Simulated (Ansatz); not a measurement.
CsLiCr2Te2S3:

```
CELL_PARAMETERS angstrom
7.05684 0.00000 0.00788
0.00000 3.98060 0.00000
-2.68302 0.00000 8.67869
ATOMIC_POSITIONS crystal
Cs 0.07739 0.00000 0.37706
Li 0.86424 0.50000 0.78883
Cr 0.12646 0.00000 0.94616
Cr 0.59290 0.50000 0.97165
Te 0.50838 0.00000 0.15270
Te 0.55612 0.00000 0.74893
S 0.87426 0.00000 0.68502
S 0.25176 0.50000 0.84402
S 0.96294 0.50000 0.05357
```

The cell was built by a generator and needn't be a form met in nature.

Base run:

- Program: Ansatz 0.2.0
- Functional: PBE
- Potentials or basis: Ansatz PAW
- Cutoff: 420 eV (not typed: the program's choice for these potentials)
- k mesh: 4 × 7 × 3
- Occupations: fermi-dirac, width 0.05 eV
- Spin: collinear spin, ferromagnetic start
- Starting moments: [0.0, 0.0, 3.0, 3.0, 0.0, 0.0, 0.0, 0.0, 0.0] μB

Its results: band gap on the k mesh 0.48 eV, indirect (least direct gap 0.77 eV); pressure 0.0 GPa; net moment 6.00 μB per cell; site moments Cs +0.00; Li +0.00; Cr +2.89, +2.69; Te -0.13, -0.04; S -0.03, -0.10, -0.05 μB; largest force 0.009 eV/Å.

**Question.** The run is repeated on the same cell with these changes: functional from PBE to BLYP. What comes out?

**Answer.** Band gap on the k mesh 0.53 eV, indirect (least direct gap 0.80 eV); pressure 2.8 GPa; net moment 6.00 μB per cell; site moments Cs +0.00; Li +0.00; Cr +2.86, +2.66; Te -0.11, -0.03; S -0.02, -0.08, -0.03 μB; largest force 0.380 eV/Å.

BLYP binds less tightly than PBE, so the same cell stands under more pressure.

Caveats: spin-orbit coupling is left out, which moves the levels of the heavy elements; only a ferromagnetic start was run, and an antiferromagnetic order may lie lower in energy; odd divisions of the mesh miss points on the zone boundary, where band edges often lie, so the gap on the mesh can be too wide (some runs); the PAW data sets come from PBE, with cores solved anew for the run's functional, which leaves a small shift of forces and pressure (some runs).
